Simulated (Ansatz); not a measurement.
# H6N3OV: up Jacob's ladder to CCSD(T)

The task here is to estimate one member of a computed series from the others.

Method: functionals in def2-TZVPP, the program's frozen cores in correlated methods; program: Ansatz 0.2.0, Gaussian basis.

Plan: LDA (SPW92), PBE-D4, revPBE-D4, BLYP-D4, r2SCAN-D4, B97M-V, PBE0-D4, B3LYP-D4, r2SCANh-D4, r2SCAN0-D4, HSE06-D4, BHLYP-D4, CAM-B3LYP-D4, LC-ωPBE, ωB97X-V, ωB97M-V, B2PLYP, PBE-QIDH; CCSD(T)/def2-SVP; CCSD(T)/def2-TZVPP; MP2/def2-QZVPP; extrapolation to the limit; RPA on PBE.

### Structure used throughout

The geometry comes from an earlier relaxation with PBE0-D4 in a triple-zeta def2 set; it is a stationary point, not always the lowest conformer.

11 atoms, charge 0, spin multiplicity 1.

Atoms are counted from 1 here; the program's logs count them from 0.

Bond lengths: N1–V2 1.608 Å, N1–H6 1.010 Å, V2–N3 1.838 Å, V2–N4 1.838 Å, V2–O5 1.783 Å, N3–H7 1.006 Å, N3–H8 1.011 Å, N4–H9 1.006 Å, N4–H10 1.011 Å, O5–H11 0.958 Å. Angles: V2–N1–H6 172.8°, N1–V2–N3 105.5°, N1–V2–N4 105.5°, N1–V2–O5 114.2°, N3–V2–N4 113.0°, N3–V2–O5 109.3°, N4–V2–O5 109.3°, V2–N3–H7 126.3°, V2–N3–H8 121.9°, H7–N3–H8 111.5°, V2–N4–H9 126.3°, V2–N4–H10 121.9°, H9–N4–H10 111.5°, V2–O5–H11 125.6°.

The first run:

in.yaml reads:

```yaml
crystal:
  periodic: [false, false, false]
  atoms:
    - {symbol: N, position_ang: [-1.560813, 0.388487, 0.383502]}
    - {symbol: V, position_ang: [-0.104096, 0.018374, -0.187000]}
    - {symbol: N, position_ang: [0.285568, -1.641965, 0.498736]}
    - {symbol: N, position_ang: [1.017766, 1.333958, 0.437023]}
    - {symbol: O, position_ang: [-0.010684, -0.041594, -1.966243]}
    - {symbol: H, position_ang: [-2.513327, 0.626839, 0.621265]}
    - {symbol: H, position_ang: [-0.256576, -2.146977, 1.179551]}
    - {symbol: H, position_ang: [1.159221, -2.109878, 0.299903]}
    - {symbol: H, position_ang: [0.778270, 2.059166, 1.092143]}
    - {symbol: H, position_ang: [2.007101, 1.333982, 0.229717]}
    - {symbol: H, position_ang: [-0.737132, 0.122708, -2.567997]}
basis:
  gaussian: {orbitals: def2-TZVPP}
hamiltonian: {xc: lda}
output: {orbitals: {seedname: orbitals}}
```

The run is started by

```console
> ansatz run in.yaml --threads 4 --pin off --events-out ev --progress --plain --max-ram 10444MiB
```

Steps of the session up to this table: LDA; PBE-D4 (GGA); revPBE-D4 (GGA); BLYP-D4 (GGA); r2SCAN-D4 (meta-GGA); B97M-V (meta-GGA); B3LYP-D4 (hybrid); r2SCANh-D4 (hybrid); r2SCAN0-D4 (hybrid); HSE06-D4 (hybrid); BHLYP-D4 (hybrid); CAM-B3LYP-D4 (range-separated); LC-ωPBE (range-separated); ωB97X-V (range-separated); ωB97M-V (range-separated); B2PLYP (double hybrid); PBE-QIDH (double hybrid).

One of the session's tables, all rows but one given; the rest of the session is left out.

It belongs to the step «Frontier levels by functional». 

| functional | HOMO (eV) | gap (eV) |
| --- | --- | --- |
| LDA (SPW92) | -5.54 | 3.28 |
| PBE-D4 | -5.36 | 3.30 |
| revPBE-D4 | -5.29 | 3.31 |
| BLYP-D4 | -5.24 | 3.26 |
| r2SCAN-D4 | -5.64 | 3.60 |
| B97M-V | -5.69 | 3.62 |
| PBE0-D4 | -6.69 | 5.52 |
| B3LYP-D4 | -6.47 | 5.02 |
| r2SCANh-D4 | -6.14 | 4.45 |
| r2SCAN0-D4 | -6.90 | 5.74 |
| HSE06-D4 | -6.28 | 4.73 |
| BHLYP-D4 | -7.95 | 7.79 |
| CAM-B3LYP-D4 | -8.06 | 7.99 |
| LC-ωPBE | ? | ? |
| ωB97X-V | -9.03 | 10.08 |
| ωB97M-V | -8.95 | 9.97 |

**Question.** Estimate the row for LC-ωPBE.

The run gave: HOMO (eV): -9.40; gap (eV): 10.50. In the column «HOMO (eV)» it is the lowest.
